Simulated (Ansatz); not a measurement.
# Na3Fe2IrO6: one geometry, two states

An SCF can end in more than one state. Here Na3Fe2IrO6, a borrowed structure type, volume estimated, is run from each state found earlier: which lies lowest, and what else changes?

All numbers below are computed with Ansatz 0.2.0 (DFT, PBE, with U_eff = 3.16 eV on Fe d, plane waves, PAW).

## 1. Geometry

Symmetry: C2/m, No. 12, monoclinic system. The conventional cell has a = 5.367 Å, b = 9.271 Å, c = 5.391 Å, α = 90.00°, β = 109.95°, γ = 90.00°. Ir (site symmetry 2/m) has 6 O at 1.88 to 1.90 Å as nearest neighbours. Around Fe (site symmetry 2) lie 6 O at 2.18 to 2.21 Å. Around Na (site symmetry 2/m) lie 6 O at 2.22 to 2.53 Å. Around Na (site symmetry 2) lie 6 O at 2.23 to 2.46 Å. Around O (site symmetry 1) lie 1 Ir at 1.90 Å and 2 Fe at 2.18 to 2.21 Å and 3 Na at 2.22 to 2.46 Å. Around O (site symmetry m) lie 1 Ir at 1.88 Å and 2 Fe at 2.18 Å and 3 Na at 2.25 to 2.53 Å.

Its coordinates follow in the input file.

The cell carries a charge of -1 e on a uniform background.

The states: A, Ir1 up, Fe2 down, Fe3 up (collinear spin); B, Ir1 up, Fe2 down, Fe3 down (collinear spin). Each run reads its own saved solution as saved_state.

## 2. Run from state A

File input.yaml:

```yaml
crystal:
  lattice:
    - [2.683324, 4.635521, 0.0]
    - [2.683324, -4.635521, 0.0]
    - [1.83951, 0.0, -5.067763]
  atoms:
    - { symbol: Ir, position: [0.0, 0.0, 0.0], spin: 1.0 }
    - { symbol: Fe, position: [0.66744, 0.33256, 0.0], spin: -4.0 }
    - { symbol: Fe, position: [0.33256, 0.66744, 0.0], spin: 4.0 }
    - { symbol: Na, position: [0.5, 0.5, 0.5] }
    - { symbol: Na, position: [0.8322, 0.1678, 0.5] }
    - { symbol: Na, position: [0.1678, 0.8322, 0.5] }
    - { symbol: O, position: [0.6362, 0.9292, 0.2153] }
    - { symbol: O, position: [0.0708, 0.3638, 0.7847] }
    - { symbol: O, position: [0.3638, 0.0708, 0.7847] }
    - { symbol: O, position: [0.9292, 0.6362, 0.2153] }
    - { symbol: O, position: [0.7788, 0.7788, 0.7946] }
    - { symbol: O, position: [0.2212, 0.2212, 0.2054] }
kpoints:
  mp_grid: { grid: [4, 4, 4], shift: [0, 0, 0] }
magnetization:
  spin_polarized: true
scf:
  occupations: { method: fermi_dirac, width: 0.0775 }
  lower_state_search: "off"
  max_iter: 200
hamiltonian:
  pseudopotentials: { kind: paw }
  xc: pbe
  hubbard:
    sites: [{ species: Fe, l: d, u_eff: 3.16 }]
    projectors: all-electron-ortho-atomic
total_charge: -1
basis:
  ecutwfc: 420
  fft_grid_basis: typed
output:
  forces: true
  stress: true
  eigenvalues: true
  bader: true
  populations: true
  elf: true
  write_potential: true
  volumetric_format: npy
  dos:
    e_range: [-12, 8]
    de: 0.05
    projected: { site_lists: { Fe: [Fe], Ir: [Ir], Na: [Na], O: [O] } }
checkpoint:
  read: saved_state
```

## 4. Run from state B

input.yaml, as its differences from that of step 2:

```diff
@@ -8,3 +8,3 @@
     - { symbol: Fe, position: [0.66744, 0.33256, 0.0], spin: -4.0 }
-    - { symbol: Fe, position: [0.33256, 0.66744, 0.0], spin: 4.0 }
+    - { symbol: Fe, position: [0.33256, 0.66744, 0.0], spin: -4.0 }
     - { symbol: Na, position: [0.5, 0.5, 0.5] }
@@ -20,2 +20,13 @@
   mp_grid: { grid: [4, 4, 4], shift: [0, 0, 0] }
+  band_path:
+    path:
+      - [0.0, 0.0, 0.0]
+      - [0.5, -0.5, 0.0]
+      - [0.5, -0.5, -0.5]
+      - [0.0, 0.0, -0.5]
+      - [0.0, 0.0, 0.0]
+      - [0.0, -0.5, -0.5]
+      - [0.0, 0.0, 0.0]
+      - [0.0, -0.5, 0.0]
+    npoints: 8
 magnetization:
```

(Steps that only read results are left out.)

Q: Predict the outcome of this session. Wanted: for each run, free energy; largest site moment; size of the net moment; gap; pressure; largest force.

As calculated:

```
state  free energy (meV/atom)  largest site moment (μB)  size of the net moment (μB/cell)    gap (eV)  pressure (GPa)  largest force (eV/Å)  SCF cycles
    A                     3.5                      3.42                              0.90       metal               –                  4.23          15
    B                     0.0                      3.40                              7.03  half-metal               –                  4.23          10
```

The cell is charged, so the pressure depends on the background and is left out.

**Reading.** State B lies lowest, 3.5 meV per atom under state A. They differ in kind: A is a metal, B is a half-metal. Spin-orbit coupling, left out here, can change that for 5d elements. The atoms are far from rest (forces to 4.2 eV/Å), so order and character hold for this geometry alone. Every run converged, so convergence alone does not show that a state is the lowest.

Limits of this run: the k mesh is coarse for a cell without a gap; charged cell with a uniform background.
